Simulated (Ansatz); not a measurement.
# B2HIOZn: basis-set convergence

An exercise on one series of results from a longer session: the logs are not shown, and one member is left open.

The runs use Ansatz 0.2.0, Gaussian basis; one geometry, several basis sets.

Plan: PBE0-D4/def2-SVP; ωB97M-V/def2-SVP; PBE0-D4/def2-QZVPP; ωB97M-V/def2-QZVPP; the functionals' def2-TZVPP values are taken from earlier runs.

## Structure used throughout

All runs share one geometry, relaxed beforehand with PBE0-D4 in a triple-zeta def2 set. I takes the def2 core potential; no spin-orbit term is included.

SMILES `I[B]1O[BH][Zn]1`, 6 atoms, charge 0, spin multiplicity 1.

Atoms are counted from 1 here; the program's logs count them from 0.

Bond lengths: I1–B2 2.126 Å, B2–O3 1.392 Å, B2–Zn5 2.143 Å, O3–B4 1.382 Å, B4–Zn5 2.140 Å, B4–H6 1.195 Å. Angles: I1–B2–O3 118.0°, I1–B2–Zn5 157.4°, O3–B2–Zn5 84.5°, B2–O3–B4 121.7°, O3–B4–Zn5 84.9°, O3–B4–H6 118.5°, Zn5–B4–H6 156.7°, B2–Zn5–B4 68.9°.

As a file:

```
I    -0.0615   -2.8957   -0.9564
B     0.1990   -0.8001   -0.7132
O    -0.2616   -0.2155    0.4632
B    -0.1315    1.1397    0.7002
Zn    0.8032    1.1912   -1.2238
H    -0.5476    1.5804    1.7301
```

Set-up of the first run:

in.yaml reads:

```yaml
crystal:
  periodic: [false, false, false]
  atoms:
    - {symbol: I, position_ang: [-0.061519, -2.895683, -0.956445]}
    - {symbol: B, position_ang: [0.198973, -0.800138, -0.713191]}
    - {symbol: O, position_ang: [-0.261554, -0.215514, 0.463202]}
    - {symbol: B, position_ang: [-0.131517, 1.139713, 0.700206]}
    - {symbol: Zn, position_ang: [0.803213, 1.191184, -1.223845]}
    - {symbol: H, position_ang: [-0.547596, 1.580439, 1.730083]}
basis:
  gaussian: {orbitals: def2-SVP}
hamiltonian: {xc: pbe0, dispersion: d4}
output: {orbitals: {seedname: orbitals}}
```

The run is started by

```bash
$ ansatz run in.yaml --threads 4 --pin off --events-out ev --progress --plain --max-ram 10444MiB
```

Steps of the session up to this table: PBE0-D4 in def2-SVP; ωB97M-V in def2-SVP; PBE0-D4 in def2-QZVPP; ωB97M-V in def2-QZVPP.

One of the session's tables, all rows but one given; the rest of the session is left out.

It belongs to the step «Functionals by basis». 

| functional | basis | HOMO (eV) | LUMO (eV) |
| --- | --- | --- | --- |
| PBE0-D4 | def2-SVP | -5.72 | -2.02 |
| PBE0-D4 | def2-TZVPP | -5.87 | -2.23 |
| PBE0-D4 | def2-QZVPP | -5.88 | -2.24 |
| ωB97M-V | def2-SVP | ? | ? |
| ωB97M-V | def2-TZVPP | -7.86 | -0.62 |
| ωB97M-V | def2-QZVPP | -7.87 | -0.69 |

Estimate the missing values for ωB97M-V, def2-SVP.

**Answer.** HOMO (eV): -7.67; LUMO (eV): -0.33. In the column «HOMO (eV)» it lies between ωB97M-V, def2-TZVPP (-7.86) and PBE0-D4, def2-QZVPP (-5.88).
